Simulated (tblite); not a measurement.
# C5H13FSeSi: the cost of one run

Programs: tblite 0.8.0 and PySCF 2.14.0, with density-fitted response routines of our own. Each step states its level of theory. These are calculated values for one molecule in the gas phase, unless marked as measured. Atoms are numbered from 0 throughout.

### Step 1. The molecule as given

21 atoms, charge 0, multiplicity 1; geometry from: force field or distance geometry start.

Bonds of the start (Å): C0–C1 1.52, C1–Se2 1.92, Se2–C3 1.98, C3–C4 1.53, C4–C5 1.49, C4–Si6 1.85, Si6–F7 1.70, C0–H8 1.13, C0–H9 1.10, C0–H10 1.10, C1–H11 1.12, C1–H12 1.08, C3–H13 1.09, C3–H14 1.11, C4–H15 1.12, C5–H16 1.10, C5–H17 1.12, C5–H18 1.13, Si6–H19 1.49, Si6–H20 1.48.

### Step 2. Optimising the geometry with GFN2-xTB

What the job is given:

```
{"job": {"kind": "relax", "xc": "GFN2-xTB", "basis": "xTB"}, "charge": 0, "multiplicity": 1}
C      3.631600     0.164100     0.255600
C      2.595000    -0.887500    -0.120600
Se     0.961800    -0.700300     0.877800
C     -0.332100     0.146700    -0.354300
C     -1.606200     0.310000     0.472700
C     -2.078800    -1.025800     0.922400
Si    -2.796000     1.270400    -0.574300
F     -1.869700     2.265100    -1.602700
H      3.364900     1.129700    -0.262200
H      4.601100    -0.178800    -0.134600
H      3.657900     0.375500     1.333500
H      3.012000    -1.905700     0.100400
H      2.392300    -0.781200    -1.174700
H      0.082100     1.091700    -0.702000
H     -0.488900    -0.588700    -1.174700
H     -1.367000     0.925300     1.371900
H     -3.038300    -1.338300     0.494800
H     -2.098400    -1.079400     2.037900
H     -1.321900    -1.803800     0.618500
H     -3.606400     2.203900     0.260700
H     -3.704100     0.423900    -1.374200
```

Run with:

```console
> OMP_NUM_THREADS=1 python probes_run.py task.json out
```

The driver reads the jobs from task.json and runs them one after another.

Q: Estimate the wall time of this first job on 1 thread of Intel Xeon at 2.50GHz, shared host.

About 4.5 s.
